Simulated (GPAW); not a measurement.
The system is GaGe3.

```xyz
8
Lattice="5.9850 0.0000 0.0000 -2.9925 5.1832 0.0000 0.0000 0.0000 5.0350" Properties=species:S:1:pos:R:3 pbc="T T T"
Ge    0.0000    1.6955    1.2587
Ge   -1.5241    4.3354    1.2587
Ge    1.5241    4.3354    1.2587
Ge    2.9925    3.4877    3.7762
Ge    4.5167    0.8478    3.7762
Ge    1.4684    0.8478    3.7762
Ga    0.0000    3.4555    3.7762
Ga    2.9925    1.7277    1.2587
```

The cell comes from a database or a generator and needn't be the stable form of this composition.

| Property | Result |
| --- | --- |
| Program | GPAW 26.7.0 |
| Task | relaxation of cell and atoms |
| Functional | PBEsol |
| Dispersion | D3(BJ) |
| Potentials or basis | PAW data sets generated in the run's folder for this functional |
| Cutoff | 600 eV |
| Basis | pw |
| k mesh | 4 × 4 × 4 |
| Occupations | fermi-dirac, width 0.05 eV |
| Spin | no spin polarisation |

At the start: pressure -7.0 GPa; volume 19.52 Å³/atom.

Q: Where does the relaxation end?

A: Over 9 steps the energy falls by 55.8 meV/atom and the volume is 17.34 Å³/atom (-11.2 %); space group P6_3/mmc (No. 194, to 0.05 Å).

The path:
```tsv
step	energy change (eV)	largest force (eV/Å)	pressure (GPa)	volume (Å³)
1	0.0000	0.1224	-7.01	156.19
2	-0.0321	0.1212	-6.81	155.48
3	-0.3885	0.0440	-3.06	144.66
4	-0.4385	0.0948	0.84	137.42
5	-0.4457	0.0476	-0.19	139.11
6	-0.4458	0.0446	-0.12	139.00
7	-0.4463	0.0137	0.08	138.64
8	-0.4464	0.0006	0.06	138.67
9	-0.4464	0.0036	0.02	138.74
```

Final structure:
```
CELL_PARAMETERS angstrom
5.74149 0.00000 0.00000
-2.87075 4.97228 0.00000
0.00000 0.00000 4.85981
ATOMIC_POSITIONS crystal
Ge 0.16721 0.33443 0.25000
Ge 0.16721 0.83279 0.25000
Ge 0.66557 0.83279 0.25000
Ge 0.83279 0.66557 0.75000
Ge 0.83279 0.16721 0.75000
Ge 0.33443 0.16721 0.75000
Ga 0.33333 0.66667 0.75000
Ga 0.66667 0.33333 0.25000
```

Caveat: later steps reuse the first step's grids; pairwise dispersion overbinds metals, which lowers pressure and volume.
